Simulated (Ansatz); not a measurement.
A first try at a ladder of methods at one geometry of Cl2GeH, SMILES [Cl][GeH][Cl], using the Python package of Ansatz (0.2.0).

`cl2geh_methods.py`:
```python
"""One geometry of Cl2GeH, method by method."""

from pathlib import Path

import ansatz as az
import numpy as np

GEOMETRY = """
Cl   -1.68630    0.71240   -0.60850
Ge    0.18570   -0.21940   -0.42640
Cl    0.17680   -1.42020    1.35940
H     1.37930    0.86690   -0.34480
"""

cl2geh = az.Crystal.molecule()
for line in GEOMETRY.strip().splitlines():
    symbol, *xyz = line.split()
    cl2geh = cl2geh.atom(symbol, [float(v) for v in xyz])

calc = cl2geh.calculation().basis(gaussian="def2-SVP")

print("functional    E (Ha)        dipole (D)   HOMO (eV)  LUMO (eV)")
for name in ["lc_wpbe", "hf", "r2scan0", "hse06"]:
    report = calc.functional(name).forces().orbitals().run(threads=1, backend="cpu", runs_dir="runs").report
    lines = Path(report["orbitals_path"]).read_text().splitlines()
    field_of = lambda key: [line.split("=")[1].strip() for line in lines if line.startswith(key)]
    orbitals = [(27.211386 * float(e), s, float(n)) for e, s, n in zip(field_of("Ene="), field_of("Spin="), field_of("Occup="))]
    homo = max(e for e, _, n in orbitals if n > 0.5)
    lumo = min(e for e, _, n in orbitals if n < 0.5)
    dipole = 4.803205 * np.linalg.norm(report["charge_distribution"]["dipole_moment_e_ang"])
    print(f"{name:10s} {report['free_energy_ev'] / 27.211386246:14.6f} {dipole:9.3f} {homo:11.3f} {lumo:10.3f}")
```

Running `python cl2geh_methods.py` prints:
```text
functional    E (Ha)        dipole (D)   HOMO (eV)  LUMO (eV)
lc_wpbe      -2996.960580     1.737      -5.341      2.105
hf           -2994.446359     1.904      -4.678      3.632
r2scan0      -2997.408571     1.639      -5.195     -0.040
hse06        -2996.916621     1.519      -5.124     -0.554
```

No error stopped it. What is wrong with the input all the same?

The fault: an open-shell molecule is run without spin. Mended:

```diff
--- before
+++ after
@@ -19,3 +19,7 @@
 
-calc = cl2geh.calculation().basis(gaussian="def2-SVP")
+calc = (
+    cl2geh.calculation()
+    .basis(gaussian="def2-SVP")
+    .spin("collinear", total=1)
+)
```

With that change:

Output of `python cl2geh_methods.py`:
```text
functional    E (Ha)        dipole (D)   HOMO (eV)  LUMO (eV)
lc_wpbe      -2996.961776     1.731      -9.372     -1.252
hf           -2994.448384     1.893      -9.655      0.266
r2scan0      -2997.409887     1.638      -7.043     -3.287
hse06        -2996.917454     1.519      -6.328     -3.888
```

What to keep in mind:
- Total energies depend on the basis set; only differences at equal settings carry meaning.
- The geometry is a force-field or estimated start, not a minimum of this method, and the basis set is short of its limit. A lower total doesn't mark the better method: functionals have no common bound, and MP2 and coupled cluster aren't variational.
- The species is open-shell (spin multiplicity 2).
- Levels such as HOMO and LUMO are orbital energies: with these approximate functionals they aren't the ionisation energy and electron affinity, and their gap isn't the fundamental gap.
- hse06 follows the composition of plane-wave codes, whose totals differ by tens of mHa, up to about 0.1 Ha, from the form usual in Gaussian-basis programs (wpbeh).
- It ran for 9.6 s on 1 thread of Intel(R) Xeon(R) Processor @ 2.30GHz (shared host), peak memory 0.35 GiB.
